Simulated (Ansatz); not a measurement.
# C4H12FGa: the cost of one run

Method: RKS PBE/def2-SVP, in Ansatz 0.2.0.

**1. The structure to begin with**

Bond lengths (14 of 16 bonds, heavy atoms first): Ga1–C2 2.330 Å, Ga1–C6 1.980 Å, C6–C9 1.520 Å, Ga1–C13 1.980 Å, Ga1–F17 2.000 Å, C2–H3 1.110 Å, C2–H4 1.110 Å, C2–H5 1.110 Å, C6–H7 1.110 Å, C6–H8 1.110 Å, C9–H10 1.110 Å, C9–H11 1.110 Å, C9–H12 1.110 Å, C13–H14 1.110 Å. Angles (14 of 30 angles, heavy atoms first): C2–Ga1–C6 120.0°, C2–Ga1–C13 120.0°, C2–Ga1–F17 71.6°, C6–Ga1–C13 120.0°, C6–Ga1–F17 105.6°, C13–Ga1–F17 92.7°, Ga1–C6–C9 109.5°, Ga1–C2–H3 109.5°, Ga1–C2–H4 109.5°, Ga1–C2–H5 109.5°, Ga1–C6–H7 109.5°, Ga1–C6–H8 109.5°, H7–C6–C9 109.4°, H8–C6–C9 109.4°.

As a file:

```xyz
18

Ga    0.0000    0.0000    0.0000
C     0.0000    0.0000    2.3300
H    -0.9996   -0.3092    2.7005
H     0.7676   -0.7111    2.7005
H     0.2320    1.0203    2.7005
C     1.7147    0.0000   -0.9900
H     2.0443   -1.0462   -1.1602
H     1.5782    0.5080   -1.9674
C     2.7685    0.7369   -0.1795
H     3.6923    0.1238   -0.1284
H     2.9965    1.7088   -0.6648
H     2.3873    0.9171    0.8472
C    -1.7147    0.0000   -0.9900
H    -2.2748   -0.9305   -0.7608
H    -2.3188    0.8797   -0.6846
H    -1.5130    0.0508   -2.0803
F    -0.2561   -1.8806    0.6306
H    -0.1762   -1.2937    1.7624
```

**2. Pulling towards end A**

Springs on the bonds that form and break draw the guess towards this end; the thresholds are loose.

File input.yaml:

```yaml
crystal:
  periodic: [false, false, false]
  atoms:
    - { symbol: Ga, position_ang: [0.0, 0.0, 0.0] }
    - { symbol: C, position_ang: [0.0, 0.0, 2.33] }
    - { symbol: H, position_ang: [-0.9996, -0.3092, 2.7005] }
    - { symbol: H, position_ang: [0.7676, -0.7111, 2.7005] }
    - { symbol: H, position_ang: [0.232, 1.0203, 2.7005] }
    - { symbol: C, position_ang: [1.7147, 0.0, -0.99] }
    - { symbol: H, position_ang: [2.0443, -1.0462, -1.1602] }
    - { symbol: H, position_ang: [1.5782, 0.508, -1.9674] }
    - { symbol: C, position_ang: [2.7685, 0.7369, -0.1795] }
    - { symbol: H, position_ang: [3.6923, 0.1238, -0.1284] }
    - { symbol: H, position_ang: [2.9965, 1.7088, -0.6648] }
    - { symbol: H, position_ang: [2.3873, 0.9171, 0.8472] }
    - { symbol: C, position_ang: [-1.7147, 0.0, -0.99] }
    - { symbol: H, position_ang: [-2.2748, -0.9305, -0.7608] }
    - { symbol: H, position_ang: [-2.3188, 0.8797, -0.6846] }
    - { symbol: H, position_ang: [-1.513, 0.0508, -2.0803] }
    - { symbol: F, position_ang: [-0.2561, -1.8806, 0.6306] }
    - { symbol: H, position_ang: [-0.1762, -1.2937, 1.7624] }
basis:
  gaussian: { orbitals: def2-SVP }
hamiltonian:
  xc: pbe
relax:
  f_tol: 0.15
  max_steps: 25
  restrain:
    - { distance: [0, 16], at: 2.9, k: 30.0 }
    - { distance: [17, 1], at: 2.31, k: 30.0 }
    - { distance: [0, 1], at: 1.98, k: 30.0 }
    - { distance: [17, 16], at: 0.92, k: 30.0 }
output:
  orbitals: {}
```

Started as:

```sh
ansatz run input.yaml --threads 4 --pin off --max-ram 5120MiB --backend cpu --events-out ev --progress --plain --runs-dir out
```

What time and memory should one allow on 4 threads of Arm Neoverse V2, shared host?

About 31 s, with a peak of 0.25 GiB.
